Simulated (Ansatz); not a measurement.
# H₄OSeSi (SMILES [SiH3]O[SeH]): one structure at several levels

An exercise on one series of results from a longer session: the logs are not shown, and one member is left open.

Program: Ansatz 0.2.0, Gaussian basis. Level of theory: single points in def2-TZVPP. These are calculated values, not measurements.

Correlated methods freeze the cores. Filled d shells of the heavier atoms are correlated. B3LYP uses VWN-RPA correlation.

**The starting structure**

SMILES `[SiH3]O[SeH]`, 7 atoms, charge 0, spin multiplicity 1.

Atoms are counted from 1 here; the program's logs count them from 0.

Bond lengths: Si1–O2 1.654 Å, Si1–H4 1.443 Å, Si1–H5 1.477 Å, Si1–H6 1.531 Å, O2–Se3 1.877 Å, Se3–H7 1.496 Å. Angles: O2–Si1–H4 111.8°, O2–Si1–H5 111.0°, O2–Si1–H6 94.5°, H4–Si1–H5 110.4°, H4–Si1–H6 111.2°, H5–Si1–H6 117.0°, Si1–O2–Se3 129.9°, O2–Se3–H7 94.2°.

Coordinates:

```xyz
7
charge 0, multiplicity 1
Si   -0.80670    0.49800   -0.25900
O     0.39130    0.11300    0.81510
Se    2.12730   -0.52830    0.50400
H    -1.30660   -0.66940   -0.94390
H    -0.34110    1.50600   -1.23240
H    -1.78670    0.97140    0.81740
H     1.69000   -1.95000    0.33970
```

Set-up of the first run:

run/in.yaml reads:

```yaml
crystal:
  periodic: [false, false, false]
  atoms:
    - {symbol: Si, position_ang: [-0.806700, 0.498000, -0.259000]}
    - {symbol: O, position_ang: [0.391300, 0.113000, 0.815100]}
    - {symbol: Se, position_ang: [2.127300, -0.528300, 0.504000]}
    - {symbol: H, position_ang: [-1.306600, -0.669400, -0.943900]}
    - {symbol: H, position_ang: [-0.341100, 1.506000, -1.232400]}
    - {symbol: H, position_ang: [-1.786700, 0.971400, 0.817400]}
    - {symbol: H, position_ang: [1.690000, -1.950000, 0.339700]}
basis:
  gaussian: {orbitals: def2-TZVPP}
correlation: {method: ccsd_t}
output: {forces: true}
```

The command line of these runs was not kept.

Steps of the session up to this table: CCSD(T)/def2-TZVPP; PBE0-D4/def2-TZVPP; wB97M-V/def2-TZVPP; r2SCAN-D4/def2-TZVPP; PBE-D4/def2-TZVPP; r2SCANh-D4/def2-TZVPP; B3LYP-D4/def2-TZVPP.

One of the session's tables, all rows but one given; the rest of the session is left out.

| method | RMS force component (eV/Å) | angle to CCSD(T) forces (°) | dipole (D) |
| --- | --- | --- | --- |
| CCSD(T) | 0.714 | reference | 1.35 |
| PBE0-D4 | 0.729 | 6.6 | 1.31 |
| wB97M-V | 0.745 | 4.2 | 1.41 |
| r2SCAN-D4 | 0.651 | 6.1 | 1.24 |
| PBE-D4 | ? | ? | ? |
| r2SCANh-D4 | 0.703 | 6.0 | 1.28 |
| B3LYP-D4 | 0.636 | 6.1 | 1.31 |

Q: Estimate the row for PBE-D4 from the others.

As computed: RMS force component (eV/Å): 0.582; angle to CCSD(T) forces (°): 17.7; dipole (D): 1.18. In the column «RMS force component (eV/Å)» it is the lowest.
